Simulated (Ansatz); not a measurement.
# AlBGeH (quartet): the correlation ladder at distance Al1–H4 = 1.586 Å, cc-pVDZ

The task here is to estimate one member of a computed series from the others.

Method: cc-pVDZ, core rule «outside noble gas», up to 20 orbitals frozen; program: Ansatz 0.2.0, Gaussian basis.

Plan: UHF; CCSD(T) on ROHF; CCSD(T) on UHF; BCCD(T) on ROHF; CISD; CCSDT(Q) on ROHF; CCSDT(Q) on UHF; CASSCF and MRCISD+Q, 5 electrons in 5 orbitals; CASSCF and NEVPT2, 5 electrons in 5 orbitals.

20 further runs of the same task are left out: 2 for a mislabelled method, 14 that didn't finish, 4 set aside as unsound or not needed.

## The geometry

The geometry derives from a PBE0/def2-TZVP stationary point (not a proven minimum). One bond is set to the value named and the two fragments are kept rigid. No spin-orbit coupling is included. The filled d shell of Ge may be among the frozen orbitals whatever the setting's name suggests; the logs give the count.

4 atoms, charge 0, spin multiplicity 4.

Atoms are counted from 1 here; the program's logs count them from 0.

Bond lengths: Al1–Ge2 2.450 Å, Al1–B3 2.202 Å, Al1–H4 1.586 Å, Ge2–B3 2.069 Å. Angles: Ge2–Al1–B3 52.5°, Ge2–Al1–H4 171.3°, B3–Al1–H4 136.2°, Al1–Ge2–B3 57.6°, Al1–B3–Ge2 69.9°.

Set-up of the first run:

The input, in.yaml:

```yaml
crystal:
  periodic: [false, false, false]
  atoms:
    - {symbol: Al, position_ang: [0.000000, 0.226364, 1.705906]}
    - {symbol: Ge, position_ang: [0.000000, 0.141710, -0.742430]}
    - {symbol: B, position_ang: [0.000000, -1.565634, 0.426603]}
    - {symbol: H, position_ang: [0.000000, 0.520464, 3.264233]}
basis:
  gaussian: {orbitals: cc-pVDZ}
magnetization: {spin_polarized: true, initial_magnetization: 3}
hamiltonian: {xc: hf}
output: {orbitals: {seedname: orbitals}}
```

Launch:

```bash
ansatz run in.yaml --threads 1 --pin off --events-out ev --progress --plain --max-ram 2393MiB
```

Steps of the session up to this table: UHF; CCSD(T) on ROHF; CCSD(T) on UHF; BCCD(T) on ROHF; CISD; CCSDT(Q) on ROHF; CCSDT(Q) on UHF; CASSCF and MRCISD+Q, 5 electrons in 5 orbitals; CASSCF and NEVPT2, 5 electrons in 5 orbitals.

One table of the session follows, with a row left open; its other results are not shown here.

| method | from UCCSDT(Q) (meV) |
| --- | --- |
| ROHF | +6405.4 |
| UHF | +6252.3 |
| RMP2 | +1365.7 |
| UMP2 | +1396.0 |
| CISD | +942.3 |
| RCCSD | +403.9 |
| UCCSD | ? |
| RCCSD(T) | +85.0 |
| UCCSD(T) | +83.1 |
| BCCD(T) | +81.2 |
| RCCSDT | +31.6 |
| UCCSDT | +27.9 |
| RCCSDT(Q) | +4.3 |
| UCCSDT(Q) | 0 |
| CASSCF pair | +5979.3 |
| MRCISD pair | +930.7 |
| MRCISD+Q pair | +215.6 |

Estimate the missing values for UCCSD.

As computed: from UCCSDT(Q) (meV): +396.0. In the column «from UCCSDT(Q) (meV)» it lies between MRCISD+Q pair (+215.6) and RCCSD (+403.9).

Not comparable, so not listed: CASSCF and NEVPT2, 5 electrons in 5 orbitals (they don't share determinant, frozen orbitals or solution with the rows shown, or repeat one).

Caveats from the session: Restricted and unrestricted rows rest on different reference determinants; where their highest levels disagree by more than a few hundredths of an eV, they describe different states and don't form one ladder. Warnings in the runs' records: passed over end.
